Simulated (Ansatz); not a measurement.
Task: the spin response to a magnetic field of ZrTiN₂, space group P4/mmm, with Ansatz 0.2.0 through its Python package. Give the script and its output. Use (first run): LDA, PAW, cutoff 422 eV, 7×7×5 k-points, Methfessel-Paxton smearing of 0.15 eV, collinear spin.

```
Zr Ti N
1.0
     3.15874    0.00000    0.00000
     0.00000    3.15874    0.00000
     0.00000    0.00000    4.45966
Zr Ti N
1 1 2
Cartesian
  0.0000 0.0000 0.0000
  1.5794 1.5794 2.2298
  0.0000 0.0000 2.2298
  1.5794 1.5794 0.0000
```

`zeeman.py`:
```python
"""Spin moment of ZrTiN2 in a magnetic field."""

import logging
import sys

import ansatz as az
import numpy as np
import pandas as pd

logging.basicConfig(stream=sys.stdout, format="[%(levelname)s] %(message)s")
logger = logging.getLogger("run")
logger.setLevel(logging.INFO)


def main() -> None:
    system = (
        az.Lattice.from_parameters(3.15874, 3.15874, 4.45966, alpha=90, beta=90, gamma=90)
        .space_group(123, hermann_mauguin="P4/mmm")
        .atom("Zr", [0.0, 0.0, 0.0])
        .atom("Ti", [0.5, 0.5, 0.5])
        .atom("N", [0.0, 0.0, 0.5])
        .atom("N", [0.5, 0.5, 0.0])
    )

    calc = (
        system.calculation()
        .functional("lda")
        .basis(31 * az.Ry)
        .kpoints(7, 7, 5, center="gamma")
        .occupations(az.OccupationsMethod.METHFESSEL_PAXTON, width=0.15)
        .spin("collinear")
    )
    # the field acts on the spins alone; such large fields lift the response over the noise
    rows = []
    for tesla in [0, 100, 200, 400]:
        rep = (calc.magnetic_field(tesla) if tesla else calc).run().report
        rows.append((tesla, rep["magnetization_mub"], rep["free_energy_ev"], rep["components"].get("e_zeeman", 0.0)))
    print(pd.DataFrame(rows, columns=["B (T)", "moment muB", "F eV", "Zeeman term eV"]).round(4).to_string(index=False))
    slope = np.polyfit([row[0] for row in rows], [row[1] for row in rows], 1)[0]
    logger.info(f"dM/dB = {1000 * slope:.4f} muB per 1000 T per cell")


if __name__ == "__main__":
    main()
```

`python zeeman.py` gives:
```text
RunWarning: this spin-polarised run has no starting moment large enough to seed its density, so its SCF can try parallel moments of its own, which can die out, and starts no order whose moments [...]
 B (T)  moment muB       F eV  Zeeman term eV
     0      0.0000 -7283.0421          0.0000
   100      0.0149 -7283.0421         -0.0001
   200      0.0297 -7283.0422         -0.0003
   400      0.0586 -7283.0427         -0.0014
[INFO] dM/dB = 0.1463 muB per 1000 T per cell
```
(Warnings from the package without file and line, shortened.)

Total energies depend on the potentials; only differences at equal settings carry meaning. A total without «per atom» is that of the cell as typed. The run is spin-unpolarised. For a metal this k-point mesh is coarse: on a finer one energies can move by several to tens of meV an atom and pressures by half a GPa or more, differences at one mesh by less. The structure comes from a database of computed cells and needn't be a stable or known phase. Orbital magnetism is left out. The response of a metal hangs strongly on mesh and smearing, and a straight-line fit holds only where the moment is linear in the field. Finished in 21 s on 1 thread of Arm Neoverse V2, with other jobs on the host, peak memory 0.47 GiB.
